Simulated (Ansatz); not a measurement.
# CH7GeNTe: the cost of one run

Program: Ansatz 0.2.0. Level of theory: RKS PBE/def2-SVP. These are calculated values, not measurements.

## (1) The structure to begin with

Bond lengths: C1–Te2 2.091 Å, Te2–Ge3 2.558 Å, Ge3–N4 1.858 Å, C1–H5 1.094 Å, C1–H6 1.179 Å, C1–H7 1.119 Å, Ge3–H8 1.494 Å, Ge3–H9 1.596 Å, N4–H10 1.103 Å, N4–H11 0.984 Å. Angles (14 of 16 angles, heavy atoms first): C1–Te2–Ge3 88.7°, Te2–Ge3–N4 110.4°, Te2–C1–H5 113.8°, Te2–C1–H6 109.5°, Te2–C1–H7 110.8°, Te2–Ge3–H8 110.5°, Te2–Ge3–H9 106.9°, N4–Ge3–H8 113.0°, N4–Ge3–H9 107.8°, Ge3–N4–H10 101.2°, Ge3–N4–H11 108.3°, H5–C1–H6 107.6°, H5–C1–H7 109.8°, H6–C1–H7 104.9°.

As a file:

```xyz
11

C    -1.4242    1.1178    0.5723
Te    0.4722    1.1978    1.4496
Ge    1.0301   -1.0202    0.3031
N     1.1258   -0.7908   -1.5378
H    -1.9901    0.2170    0.8258
H    -2.0594    2.0480    0.9204
H    -1.3515    1.2183   -0.5395
H     0.0571   -2.0784    0.7089
H     2.4774   -1.4571    0.8150
H     0.0801   -0.5331   -1.7765
H     1.6477    0.0237   -1.7206
```

## (2) End point A

input.yaml reads:

```yaml
crystal:
  periodic: [false, false, false]
  atoms:
    - { symbol: C, position_ang: [-1.4242, 1.1178, 0.5723] }
    - { symbol: Te, position_ang: [0.4722, 1.1978, 1.4496] }
    - { symbol: Ge, position_ang: [1.0301, -1.0202, 0.3031] }
    - { symbol: "N", position_ang: [1.1258, -0.7908, -1.5378] }
    - { symbol: H, position_ang: [-1.9901, 0.217, 0.8258] }
    - { symbol: H, position_ang: [-2.0594, 2.048, 0.9204] }
    - { symbol: H, position_ang: [-1.3515, 1.2183, -0.5395] }
    - { symbol: H, position_ang: [0.0571, -2.0784, 0.7089] }
    - { symbol: H, position_ang: [2.4774, -1.4571, 0.815] }
    - { symbol: H, position_ang: [0.0801, -0.5331, -1.7765] }
    - { symbol: H, position_ang: [1.6477, 0.0237, -1.7206] }
basis:
  gaussian: { orbitals: def2-SVP }
hamiltonian:
  xc: pbe
relax:
  f_tol: 0.02
  max_steps: 50
```

Started as:

```sh
$ ansatz run input.yaml --threads 2 --pin off --max-ram 3072MiB --backend cpu --events-out ev --progress --plain --runs-dir out
```

**Question.** How long does this run take on 2 threads of Intel Xeon Platinum 8559C (Emerald Rapids), shared host, and how much memory does it need?

About 17 s, with a peak of 0.19 GiB.
